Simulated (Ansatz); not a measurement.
# BiS2: the cost of one run

Method: DFT LDA, scalar-relativistic, plane waves, PAW, in Ansatz 0.2.0.

### Step 1. The system as given

Symmetry: C2/m, No. 12, monoclinic system. The conventional cell has a = 15.871 Å, b = 4.044 Å, c = 11.655 Å, α = 90.00°, β = 127.11°, γ = 90.00°. Around Bi (site symmetry m) lie 5 S at 2.61 to 2.91 Å. Bi (site symmetry m) is surrounded by 5 S at 2.61 to 2.86 Å. Around S (site symmetry m) lie 3 Bi at 2.61 to 2.79 Å. S (site symmetry m) is surrounded by 3 Bi at 2.61 to 2.83 Å. Around S (site symmetry m) lie 1 S at 2.05 Å and 2 Bi at 2.86 Å. S (site symmetry m) is surrounded by 1 S at 2.07 Å and 2 Bi at 2.91 Å.

Structure file:

```
CELL_PARAMETERS angstrom
7.93550 -2.02205 0.00000
7.93550 2.02205 0.00000
-7.03256 0.00000 9.29370
ATOMIC_POSITIONS crystal
Bi 0.70023 0.70023 0.59886
Bi 0.60860 0.60860 0.89382
Bi 0.39140 0.39140 0.10618
Bi 0.29977 0.29977 0.40114
S 0.65796 0.65796 0.34453
S 0.21117 0.21117 0.84985
S 0.07769 0.07769 0.03839
S 0.78883 0.78883 0.15015
S 0.96436 0.96436 0.55069
S 0.92231 0.92231 0.96161
S 0.34204 0.34204 0.65547
S 0.03564 0.03564 0.44931
```

Source of the structure: the Materials Project (structure only).

(A quick probe on a coarse mesh, which set the mesh and smearing, is not shown.)

### Step 3. The relaxation

File input.yaml:

```yaml
crystal:
  lattice:
    - [7.9355029432, -2.0220538047, 0.0]
    - [7.9355029432, 2.0220538047, 0.0]
    - [-7.032557463, 0.0, 9.2936995377]
  atoms:
    - { symbol: Bi, position: [0.70023098, 0.70023098, 0.598865] }
    - { symbol: Bi, position: [0.60860479, 0.60860479, 0.89381618] }
    - { symbol: Bi, position: [0.39139521, 0.39139521, 0.10618382] }
    - { symbol: Bi, position: [0.29976903, 0.29976903, 0.401135] }
    - { symbol: S, position: [0.65795539, 0.65795539, 0.3445309] }
    - { symbol: S, position: [0.21116786, 0.21116786, 0.8498508] }
    - { symbol: S, position: [0.07768705, 0.07768705, 0.03838744] }
    - { symbol: S, position: [0.78883214, 0.78883214, 0.1501492] }
    - { symbol: S, position: [0.96435807, 0.96435807, 0.55068574] }
    - { symbol: S, position: [0.92231295, 0.92231295, 0.96161256] }
    - { symbol: S, position: [0.34204461, 0.34204461, 0.6554691] }
    - { symbol: S, position: [0.03564193, 0.03564193, 0.44931426] }
basis:
  ecutwfc: 420
kpoints:
  mp_grid: { grid: [8, 8, 4] }
hamiltonian:
  xc: lda
scf:
  occupations: { method: gaussian, width: 0.02 }
output:
  forces: true
  stress: true
  eigenvalues: true
  write_density: true
  write_potential: true
  elf: true
  volumetric_format: npy
relax:
  adjacent_minimum: "off"
  f_tol: 0.005
  max_steps: 80
  cell: { stress_tol: 0.05 }
```

The run is started by

```console
$ ansatz run input.yaml --threads 8 --pin off --max-ram 22528MiB --backend cpu --events-out ev --progress --plain --runs-dir out
```

**Question.** How long does this run take on 8 threads of Intel Xeon Platinum 8488C (Sapphire Rapids), shared host, and how much memory does it need?

About 99 s, with a peak of 1.9 GiB.
